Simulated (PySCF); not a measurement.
**BiOCl: a change of charge**

How does BiOCl respond at fixed geometry? The runs cover a change of charge. The structure is generated, not taken from experiment.

Computed with PySCF 2.14.0. Level: PBE0, Bi def2-SVP with ECP60, O def2-SVP, Cl def2-SVP; scalar-relativistic core potentials, no spin–orbit coupling.

1 further run of the same task is left out (for a known fault of the program).

## 1. The system as given

3 atoms, charge 0, spin multiplicity 1.

Bond lengths: Bi1–O2 1.916 Å, Bi1–Cl3 2.486 Å. Angles: O2–Bi1–Cl3 104.4°.

Geometry (Å):

```tsv
atom	x (Å)	y (Å)	z (Å)
Bi1	0.1545	0.0000	-0.5037
O2	1.6267	0.0000	0.7227
Cl3	-1.8612	0.0000	0.9505
```

Formal oxidation states: Bi +3. An earlier session relaxed this geometry at PBE0, Bi def2-SVP with ECP60, O def2-SVP, Cl def2-SVP (singlet, point group Cs).

Its energy there is -749.608045 Eh.

## 2. One electron removed, multiplicity 2

Contents of run.py (the lines that set the calculation):

```python
mol = gto.M(atom='''
Bi     0.15454     0.00000    -0.50366
O      1.62667     0.00000     0.72268
Cl    -1.86121     0.00000     0.95053''',
    basis={'Bi': 'def2-SVP', 'O': 'def2-SVP', 'Cl': 'def2-SVP'},
    ecp={'Bi': 'def2-SVP'},
    charge=1, spin=1)
mf = dft.UKS(mol, xc='PBE0')
mf.grids.atom_grid = (50, 194)
mf = mf.density_fit()  # fitting sets: Bi def2-universal-JKFIT, O def2-universal-JKFIT, Cl def2-universal-JKFIT
mf.conv_tol = 1e-08; mf.max_cycle = 55
mf.kernel(dm0)  # dm0: the density of the relaxed state
```

Launch:

```
> OMP_NUM_THREADS=2 python run.py
```

Standard output:

```text
init E= -749.617052937585
  HOMO = -0.293977398913  LUMO = -0.279444442307  gap/eV = 0.39546
cycle= 1 E= -749.157367691427  delta_E= 0.46  |g|= 0.426  |ddm|= 0.766
  HOMO = -0.542075670152  LUMO = -0.53513935195  gap/eV = 0.18875
cycle= 2 E= -748.368342202436  delta_E= 0.789  |g|= 1.26  |ddm|= 1.42
  HOMO = -0.565039265146  LUMO = -0.473303788437  gap/eV = 2.49625
cycle= 3 E= -749.228618324569  delta_E= -0.86  |g|= 0.191  |ddm|= 1.24
  HOMO = -0.513748119425  LUMO = -0.444930288998  gap/eV = 1.87263
cycle= 4 E= -749.25042499822  delta_E= -0.0218  |g|= 0.0811  |ddm|= 0.337
  HOMO = -0.536541270001  LUMO = -0.42532844789  gap/eV = 3.02626
cycle= 5 E= -749.255106611215  delta_E= -0.00468  |g|= 0.0299  |ddm|= 0.149
  HOMO = -0.537686289467  LUMO = -0.422669316221  gap/eV = 3.12977
cycle= 6 E= -749.255872065507  delta_E= -0.000765  |g|= 0.0116  |ddm|= 0.0508
  HOMO = -0.537827828554  LUMO = -0.420148446901  gap/eV = 3.20222
cycle= 7 E= -749.256113791929  delta_E= -0.000242  |g|= 0.0044  |ddm|= 0.036
  HOMO = -0.537861646682  LUMO = -0.419654226339  gap/eV = 3.21659
cycle= 8 E= -749.256197085271  delta_E= -8.33e-05  |g|= 0.00272  |ddm|= 0.0223
  HOMO = -0.53787066932  LUMO = -0.419489437716  gap/eV = 3.22132
cycle= 9 E= -749.256255007226  delta_E= -5.79e-05  |g|= 0.00146  |ddm|= 0.0241
  HOMO = -0.53787995891  LUMO = -0.419381375212  gap/eV = 3.22451
cycle= 10 E= -749.256281168451  delta_E= -2.62e-05  |g|= 0.000602  |ddm|= 0.0219
  HOMO = -0.537834944621  LUMO = -0.419407914524  gap/eV = 3.22256
cycle= 11 E= -749.25628437107  delta_E= -3.2e-06  |g|= 0.000179  |ddm|= 0.00772
  HOMO = -0.537842016991  LUMO = -0.419376161864  gap/eV = 3.22362
cycle= 12 E= -749.256284522515  delta_E= -1.51e-07  |g|= 6.98e-05  |ddm|= 0.00153
  HOMO = -0.537847207445  LUMO = -0.419358666012  gap/eV = 3.22424
cycle= 13 E= -749.256284533167  delta_E= -1.07e-08  |g|= 4.31e-05  |ddm|= 0.000535
  HOMO = -0.537844222536  LUMO = -0.419362520368  gap/eV = 3.22405
cycle= 14 E= -749.256284535023  delta_E= -1.86e-09  |g|= 6.22e-06  |ddm|= 0.000172
  HOMO = -0.537844552458  LUMO = -0.419362709854  gap/eV = 3.22406
Extra cycle  E= -749.256284535098  delta_E= -7.5e-11  |g|= 7.46e-06  |ddm|= 2.2e-05
converged SCF energy = -749.256284535098  <S^2> = 0.76747068  2S+1 = 2.017395
```

Run time: 0.9 s. Hardware: 2 threads of Arm Neoverse V2, shared host.

It gives: E = -749.256285 Eh (+9.572 eV from the relaxed state), HOMO -14.64 eV, LUMO -11.41 eV (over both spins), ⟨S²⟩ = 0.767, Mulliken charge on Bi1 +1.33 e. 

## 3. One electron added, multiplicity 2

run.py (the lines that set the calculation), as its differences from that of step 2:

```diff
@@ -6,3 +6,3 @@
     ecp={'Bi': 'def2-SVP'},
-    charge=1, spin=1)
+    charge=-1, spin=1)
 mf = dft.UKS(mol, xc='PBE0')
```

Launch:

```
> OMP_NUM_THREADS=2 python run.py
```

Standard output:

```text
init E= -749.61633259015
  HOMO = -0.134239842464  LUMO = -0.127521476007  gap/eV = 0.18282
cycle= 1 E= -749.63633534767  delta_E= -0.02  |g|= 0.186  |ddm|= 0.923
  HOMO = 0.0786320505739  LUMO = 0.177204172137  gap/eV = 2.68228
cycle= 2 E= -749.585083851462  delta_E= 0.0513  |g|= 0.404  |ddm|= 0.743
  HOMO = 0.0448996081342  LUMO = 0.142057920027  gap/eV = 2.64381
cycle= 3 E= -749.651627497936  delta_E= -0.0665  |g|= 0.13  |ddm|= 0.437
  HOMO = 0.0306360245195  LUMO = 0.131821500771  gap/eV = 2.75340
cycle= 4 E= -749.660294170715  delta_E= -0.00867  |g|= 0.0195  |ddm|= 0.165
  HOMO = 0.0281412578042  LUMO = 0.131158879467  gap/eV = 2.80325
cycle= 5 E= -749.660430922801  delta_E= -0.000137  |g|= 0.0101  |ddm|= 0.0254
  HOMO = 0.0273776313452  LUMO = 0.131006986883  gap/eV = 2.81990
cycle= 6 E= -749.660488925725  delta_E= -5.8e-05  |g|= 0.00372  |ddm|= 0.0135
  HOMO = 0.0273713516521  LUMO = 0.131286767974  gap/eV = 2.82768
cycle= 7 E= -749.660501203862  delta_E= -1.23e-05  |g|= 0.000934  |ddm|= 0.00685
  HOMO = 0.0273739641621  LUMO = 0.13139548194  gap/eV = 2.83057
cycle= 8 E= -749.660503606201  delta_E= -2.4e-06  |g|= 0.000495  |ddm|= 0.00381
  HOMO = 0.0273756557691  LUMO = 0.131425870224  gap/eV = 2.83135
cycle= 9 E= -749.660504228476  delta_E= -6.22e-07  |g|= 0.000207  |ddm|= 0.00246
  HOMO = 0.0273738247054  LUMO = 0.131421416655  gap/eV = 2.83128
cycle= 10 E= -749.660504285257  delta_E= -5.68e-08  |g|= 3.53e-05  |ddm|= 0.000727
  HOMO = 0.0273733767574  LUMO = 0.131421851867  gap/eV = 2.83130
cycle= 11 E= -749.660504288675  delta_E= -3.42e-09  |g|= 1.84e-05  |ddm|= 0.000189
  HOMO = 0.0273737366031  LUMO = 0.131423663947  gap/eV = 2.83134
Extra cycle  E= -749.660504288338  delta_E= 3.37e-10  |g|= 4.17e-05  |ddm|= 6.33e-05
converged SCF energy = -749.660504288338  <S^2> = 0.75364708  2S+1 = 2.0036438
```

It took 0.7 s on 2 threads of Arm Neoverse V2, shared host.

Result: E = -749.660504 Eh (-1.427 eV from the relaxed state), HOMO 0.74 eV, LUMO 3.58 eV (over both spins), ⟨S²⟩ = 0.754, Mulliken charge on Bi1 +0.23 e. The highest filled level lies above zero; it isn't the detachment energy.

## 4. Results

| state | energy from the relaxed state (eV) | ⟨S²⟩ | time |
| --- | --- | --- | --- |
| charge 0, singlet, vacuum (relaxed) | 0 | 0.00 |  |
| charge -1, doublet, vacuum | -1.43 | 0.75 | 0.7 s |
| charge +1, doublet, vacuum | 9.57 | 0.77 | 0.9 s |

An electron taken off or put on is at rest in vacuum. 

Removing an electron vertically costs 9.57 eV (doublet), against −HOMO = 7.80 eV. Adding an electron vertically releases 1.43 eV (doublet). These are double-zeta-type bases without diffuse functions. Spin–orbit coupling is left out.
